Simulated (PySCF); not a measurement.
# Cl3H9MoP3 (mer-MoCl3(PH3)3): the cost of one run

Programs: PySCF 2.14.0, with routines of our own; each step states its level. All values are computed. Atoms count from 0.

## Step 1: The system as given

16 atoms, charge 0, multiplicity 4; geometry from: GFN2-xTB.

## Step 2: Open-shell or spin-flip excitations: unrestricted TDA TPSSh/def2-SVP Mo:def2-TZVP

Job settings and geometry (Å):

```
{"job": {"kind": "uabs", "xc": "TPSSh", "basis": {"default": "def2-SVP", "Mo": "def2-TZVP"}, "nstates": 15, "tda": true, "pol": false}, "charge": 0, "multiplicity": 4}
Mo     0.606840    -0.011120    -0.003980
Cl     0.645200     0.022560     2.446170
Cl     0.438890    -0.000840    -2.448240
Cl     2.965650     0.011020    -0.081690
P     -1.799310     0.005220    -0.021620
H     -2.551580     0.922510     0.702660
H     -2.578130    -1.080260     0.359470
H     -2.478240     0.216350    -1.216210
P      0.577950     2.401190     0.014220
H      1.740260     3.149740    -0.066730
H      0.050450     3.093250     1.094190
H     -0.108530     3.122340    -0.950980
P      0.624980    -2.421960     0.030430
H      1.805050    -3.145640     0.032540
H      0.017370    -3.167160    -0.970000
H      0.043160    -3.117180     1.079770
```

With the program's defaults for keys left out, this is: unrestricted TDA TPSSh/def2-SVP Mo:def2-TZVP, vertical, gas phase, core orbitals frozen in the response.

Launch:

```bash
> OMP_NUM_THREADS=1 python excited_run.py task.json out
```

One launch serves the whole session: the jobs run in the order shown.

Q: Estimate the wall time and peak memory of this first job on 1 thread of Arm Neoverse V1, shared host.

About 5.2 min, with a peak of 0.99 GiB.
